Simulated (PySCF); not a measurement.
# Tl2(OH)2(H2O)2: other functionals and bases at one geometry

One table from this session's results is given with a row withheld; the runs are named, their logs left out.

Computed with PySCF 2.14.0. Level: several levels, as the steps say, no spin–orbit coupling.

3 further runs of the same task are left out: 2 for a known fault of the program, 1 that didn't finish. Runs told in other sessions of the task aren't counted.

### Where the work starts

12 atoms, charge 0, spin multiplicity 1.

Bond lengths: Tl1–O3 2.322 Å, Tl1–O5 2.322 Å, Tl2–O3 2.322 Å, Tl2–O5 2.322 Å, O3–H4 0.963 Å, O5–H6 0.963 Å, O7–H8 0.964 Å, O7–H9 0.964 Å, O10–H11 0.964 Å, O10–H12 0.964 Å. Angles: O3–Tl1–O5 71.9°, O3–Tl2–O5 71.9°, Tl1–O3–Tl2 108.1°, Tl1–O3–H4 126.0°, Tl2–O3–H4 126.0°, Tl1–O5–Tl2 108.1°, Tl1–O5–H6 126.0°, Tl2–O5–H6 126.0°, H8–O7–H9 103.6°, H11–O10–H12 103.6°.

Geometry (Å):

```
Tl    0.0000    1.4495    1.1959
Tl    0.0000   -1.4495   -1.1959
O     1.3634    0.0000    0.0000
H     2.3262    0.0000    0.0000
O    -1.3634    0.0000    0.0000
H    -2.3262    0.0000    0.0000
O     0.0000   -0.3185    3.5646
H     0.7578    0.0709    4.0157
H    -0.7578    0.0709    4.0157
O     0.0000    0.3185   -3.5646
H     0.7578   -0.0709   -4.0157
H    -0.7578   -0.0709   -4.0157
```

Formal oxidation states: Tl +1. An earlier session relaxed this geometry at PBE0, Tl def2-SVP with ECP60, O def2-SVP, H def2-SVP (singlet, point group C2h).

At PBE0 on the finer grid: E = -649.068963 Eh, HOMO -5.37 eV, LUMO 0.02 eV, Mulliken charge on Tl1 +0.31 e, largest force component 0.010 eV/Å. 

Levels to run: B3LYP; CAM-B3LYP; BP86; wB97X; PBE0, TZVP; PBE0, x2c-SVP. Hardware: 4 threads of AMD EPYC 7R43 (Zen 3), shared host.

Set-up of the first run:

File run.py (the lines that set the calculation):

```python
mol = gto.M(atom='''
Tl     0.00000     1.44948     1.19590
Tl     0.00000    -1.44948    -1.19590
O      1.36336     0.00000     0.00000
H      2.32622     0.00000     0.00000
O     -1.36336     0.00000     0.00000
H     -2.32622     0.00000     0.00000
O      0.00000    -0.31850     3.56459
H      0.75778     0.07092     4.01573
H     -0.75778     0.07092     4.01573
O      0.00000     0.31850    -3.56459
H      0.75778    -0.07092    -4.01573
H     -0.75778    -0.07092    -4.01573''',
    basis={'Tl': 'def2-SVP', 'O': 'def2-SVP', 'H': 'def2-SVP'},
    ecp={'Tl': 'def2-SVP'},
    charge=0, spin=0)
mf = dft.RKS(mol, xc='B3LYP')
mf.grids.atom_grid = (75, 302)
mf = mf.density_fit()  # fitting sets: Tl def2-universal-JKFIT, O def2-universal-JKFIT, H def2-universal-JKFIT
mf.conv_tol = 1e-08; mf.max_cycle = 55
mf.kernel(dm0)  # dm0: the density of the relaxed state
```

Run with:

```console
$ OMP_NUM_THREADS=4 python run.py
```

Steps of the session up to this table: B3LYP; CAM-B3LYP; BP86; wB97X; PBE0, TZVP; PBE0, x2c-SVP.

One of the session's tables, all rows but one given; the rest of the session is left out.

```
              level  HOMO (eV)  gap (eV)  charge on Tl1 (e)  largest force component (eV/Å)
PBE0 (relaxed here)      -5.37      5.38               0.31                            0.01
              B3LYP      -5.21      4.97               0.29                            0.23
          CAM-B3LYP          ?         ?                  ?                               ?
               BP86      -4.48      3.81               0.22                            0.65
              wB97X      -7.38      9.06               0.31                            0.13
         PBE0, TZVP      -5.55      5.26               0.50                            0.26
      PBE0, x2c-SVP      -5.39      5.50               0.33                            0.49
```

Estimate the missing values for CAM-B3LYP.

As computed: HOMO (eV): -6.55; gap (eV): 7.29; charge on Tl1 (e): 0.30; largest force component (eV/Å): 0.13. In the column «HOMO (eV)» it lies between wB97X (-7.38) and PBE0, TZVP (-5.55).

In one basis the HOMO–LUMO gap runs from 3.81 eV (BP86) to 9.06 eV (wB97X). The largest leftover force, 0.65 eV/Å with BP86, stands at a geometry relaxed at another level. Total energies of different levels can't be compared.
